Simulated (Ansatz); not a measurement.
# Cd2P: the cost of one run

Computed, not measured: Ansatz 0.2.0, DFT, r2SCAN, no spin polarisation, plane waves, PAW.

**1. Geometry**

Cell: a = 3.818 Å, b = 6.029 Å, c = 6.287 Å, α = 80.75°, β = 73.85°, γ = 81.78°. First neighbours, in Å: P1: 1 P at 1.91, 2 Cd at 2.12; P2: 1 P at 1.91, 2 Cd at 2.12; Cd3: 1 P at 2.12; Cd4: 1 P at 2.12; Cd5: 1 P at 2.12; Cd6: 1 P at 2.12.

Its coordinates follow in the input file.

It starts from an earlier solution of the starting cell (checkpoint.read).

**2. The relaxation**

input.yaml

```yaml
crystal:
  lattice:
    - [3.818035, 0.0, 0.0]
    - [0.861955, 5.966807, 0.0]
    - [1.748807, 0.768485, 5.99001]
  atoms:
    - { symbol: P, position: [0.607, 0.1395, 0.9628] }
    - { symbol: P, position: [0.393, 0.8605, 0.0372] }
    - { symbol: Cd, position: [0.44239, 0.22834, 0.66245] }
    - { symbol: Cd, position: [0.55761, 0.77166, 0.33755] }
    - { symbol: Cd, position: [0.18239, 0.3085, 0.19424] }
    - { symbol: Cd, position: [0.81761, 0.6915, 0.80576] }
kpoints:
  mp_grid: { grid: [5, 3, 3], shift: [0.5, 0.0, 0.5] }
magnetization:
  spin_polarized: false
scf:
  occupations: { method: fermi_dirac }
  lower_state_search: "off"
hamiltonian:
  pseudopotentials: { kind: paw }
  xc: r2scan
basis:
  ecutwfc: 500
  fft_grid_basis: typed
relax:
  max_steps: 80
  cell: { p_target: 20.0 }
  f_tol: 0.03
output:
  forces: true
  stress: true
  eigenvalues: true
  bader: true
  populations: true
  elf: true
  write_potential: true
  volumetric_format: npy
  dos:
    e_range: [-12, 8]
    de: 0.05
    projected: { site_lists: { Cd: [Cd], P: [P] } }
  write_density: true
checkpoint:
  read: saved_state
```

The run is started by

```bash
$ ansatz run input.yaml --threads 2 --pin off --max-ram 3584MiB --backend cpu --events-out ev --progress --plain --runs-dir out
```

Q: Estimate wall time and peak memory on 2 threads of Arm Neoverse V1, shared host.

About 11 min, with a peak of 0.77 GiB.
